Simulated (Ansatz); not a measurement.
Crystal: NiMoIrPdW.

```xyz
5
Lattice="-1.3700 1.3700 9.7165 1.3700 -1.3700 9.7165 1.3700 1.3700 -9.7165" Properties=species:S:1:pos:R:3 pbc="T T T"
Ni    0.0000    0.0000    3.8598
Mo    0.0000    0.0000   11.8389
Pd    0.0000    0.0000   15.4123
Ir    0.0000    0.0000    7.7623
W     0.0000    0.0000   19.3484
```

The cell was built by a generator and needn't be a form met in nature.

Program: Ansatz 0.2.0. Alike in all runs: cell as given; smearing fermi-dirac 0.05 eV.

**Question.** Order these runs on this cell by their pressure, lowest first.
A. level PBEsol; potentials or basis Ansatz PAW; spin collinear, ferromagnetic start; k mesh 13 × 13 × 13; cutoff (eV) 420; points for each segment of the path 14
B. level r2SCAN; potentials or basis Ansatz PAW; spin non-collinear, ferromagnetic start, SOC; k mesh 10 × 10 × 10; cutoff (eV) 500; points for each segment of the path 14
C. level PBE; potentials or basis PseudoDojo standard (PBE files); spin collinear, ferromagnetic start; k mesh 13 × 13 × 13; cutoff (eV) 1333

**Answer.** A (-9.2 GPa), B (-5.4 GPa), C (-0.1 GPa).

Caveats: the PAW data sets come from PBE, with cores solved anew for the run's functional, which leaves a small shift of forces and pressure (some runs); the magnetic or orbital state may not be the lowest (some runs).

Not every run made on this cell is shown here.
